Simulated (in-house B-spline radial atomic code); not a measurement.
# Ge in a hard spherical wall

What does confinement do to Ge? The free system is solved first, then the same system inside hard walls. More than one configuration is followed.

Program: in-house B-spline radial atomic code version 1. Level of theory: Dirac-Coulomb LDA (Slater, VWN5), spherical fractional occupations, Fermi nucleus, basis-set limit. These are calculated values, not measurements, unless marked.

### 1 The system

```
element       : germanium (Z = 32)
charge        : 0
electrons     : 32
configuration : [Ar] 3d10 4s2 4p2
Hamiltonian   : Dirac-Coulomb
nucleus       : Fermi, rms radius 4.074 fm
```

Outer shells as boxes (Hund's rule):

[Ar] 3d10 4s2 4p2
```
[Ar] core
3d [↑↓][↑↓][↑↓][↑↓][↑↓]
4s [↑↓]
4p [↑ ][↑ ][  ]
```

The boxes only draw the filling; these runs are spin-restricted and spherical.

Settings of the run:

```ini
Z = 32
electrons = 32.0
configuration = [Ar] 3d10 4s2 4p2
hamiltonian = dirac
method = lda,vwn
spin_polarised = False
nucleus = fermi
rms_radius = 4.0742
mass_number = 74
atomic_mass = 73.92117776
speed_of_light = 137.035999084
```

From the earlier run of the reference: total energy -2095.998941 hartree. Levels, eight at most:

| orbital | occupation | energy (eV) | <r> (bohr) |
| --- | --- | --- | --- |
| 3s1/2 | 2 | -167.69 | 0.6253 |
| 3p1/2 | 2 | -118.25 | 0.6405 |
| 3p3/2 | 4 | -113.96 | 0.6514 |
| 3d3/2 | 4 | -29.908 | 0.7339 |
| 3d5/2 | 6 | -29.322 | 0.7394 |
| 4s1/2 | 2 | -11.944 | 2.106 |
| 4p1/2 | 0.666667 | -4.177 | 2.839 |
| 4p3/2 | 1.33333 | -3.983 | 2.899 |

### 2 Wall at 5.97 bohr, configuration [Ar] 3d10 4s2 4p2

Settings of the run:

```ini
Z = 32
electrons = 32.0
configuration = [Ar] 3d10 4s2 4p2
hamiltonian = dirac
method = lda,vwn
spin_polarised = False
nucleus = fermi
rms_radius = 4.0742
mass_number = 74
atomic_mass = 73.92117776
speed_of_light = 137.035999084
wall_radius = 5.97
```

### 3 Wall at 3.78 bohr, configuration [Ar] 3d10 4s2 4p2

Changes to the settings of step 2:

```diff
@@ -11,2 +11,2 @@
 speed_of_light = 137.035999084
-wall_radius = 5.97
+wall_radius = 3.78
```

### 4 Wall at 2.25 bohr, configuration [Ar] 3d10 4s2 4p2

Changes to the settings of step 3:

```diff
@@ -11,2 +11,2 @@
 speed_of_light = 137.035999084
-wall_radius = 3.78
+wall_radius = 2.25
```

### 5 Wall at 5.97 bohr, configuration [Ar] 3d10 4s2 4p1 4d1

Settings of the run:

```ini
Z = 32
electrons = 32.0
configuration = [Ar] 3d10 4s2 4p1 4d1
hamiltonian = dirac
method = lda,vwn
spin_polarised = False
nucleus = fermi
rms_radius = 4.0742
mass_number = 74
atomic_mass = 73.92117776
speed_of_light = 137.035999084
wall_radius = 5.97
```

### 6 Wall at 3.78 bohr, configuration [Ar] 3d10 4s2 4p1 4d1

Changes to the settings of step 5:

```diff
@@ -11,2 +11,2 @@
 speed_of_light = 137.035999084
-wall_radius = 5.97
+wall_radius = 3.78
```

### 7 Wall at 2.25 bohr, configuration [Ar] 3d10 4s2 4p1 4d1

Changes to the settings of step 6:

```diff
@@ -11,2 +11,2 @@
 speed_of_light = 137.035999084
-wall_radius = 3.78
+wall_radius = 2.25
```

### 8 Wall at 5.97 bohr, configuration [Ar] 3d10 4s1 4p2 4f1

Settings of the run:

```ini
Z = 32
electrons = 32.0
configuration = [Ar] 3d10 4s1 4p2 4f1
hamiltonian = dirac
method = lda,vwn
spin_polarised = False
nucleus = fermi
rms_radius = 4.0742
mass_number = 74
atomic_mass = 73.92117776
speed_of_light = 137.035999084
wall_radius = 5.97
```

### 9 Wall at 3.78 bohr, configuration [Ar] 3d10 4s1 4p2 4f1

Changes to the settings of step 8:

```diff
@@ -11,2 +11,2 @@
 speed_of_light = 137.035999084
-wall_radius = 5.97
+wall_radius = 3.78
```

### 10 Wall at 2.25 bohr, configuration [Ar] 3d10 4s1 4p2 4f1

Changes to the settings of step 9:

```diff
@@ -11,2 +11,2 @@
 speed_of_light = 137.035999084
-wall_radius = 3.78
+wall_radius = 2.25
```

**Question.** What do the energy and the highest level do as the wall closes in, and which configuration is lower at each radius?

The runs gave:

| configuration | radius (bohr) | energy above the free system (eV) | highest level (eV) |
| --- | --- | --- | --- |
| [Ar] 3d10 4s2 4p2 | 5.97 | 0.861 | -2.828 (4p3/2) |
| [Ar] 3d10 4s2 4p2 | 3.78 | 12.851 | 4.647 (4p3/2) |
| [Ar] 3d10 4s2 4p2 | 2.25 | 142.89 | 50.149 (4p3/2) |
| [Ar] 3d10 4s2 4p1 4d1 | 5.97 | 10.201 | 5.449 (4d5/2) |
| [Ar] 3d10 4s2 4p1 4d1 | 3.78 | 28.841 | 20.011 (4d5/2) |
| [Ar] 3d10 4s2 4p1 4d1 | 2.25 | 175.20 | 82.271 (4d5/2) |
| [Ar] 3d10 4s1 4p2 4f1 | 5.97 | 26.100 | 12.117 (4f7/2) |
| [Ar] 3d10 4s1 4p2 4f1 | 3.78 | 53.001 | 33.505 (4f7/2) |
| [Ar] 3d10 4s1 4p2 4f1 | 2.25 | 211.59 | 100.38 (4f7/2) |

**Reading.** For [Ar] 3d10 4s2 4p2 the energy above the free reference is 0.861 eV at 5.97 bohr and 142.89 eV at 2.25 bohr. Its highest level passes zero between 5.97 and 3.78 bohr; in smaller spheres the level is positive, pushed up by confinement, and the wall keeps the electron in. Of [Ar] 3d10 4s2 4p2 and [Ar] 3d10 4s2 4p1 4d1, the first stays lower at every radius that both share. At 2.25 bohr the lowest of all 3 is [Ar] 3d10 4s2 4p2. A hard wall is a crude model of an atom's surroundings.
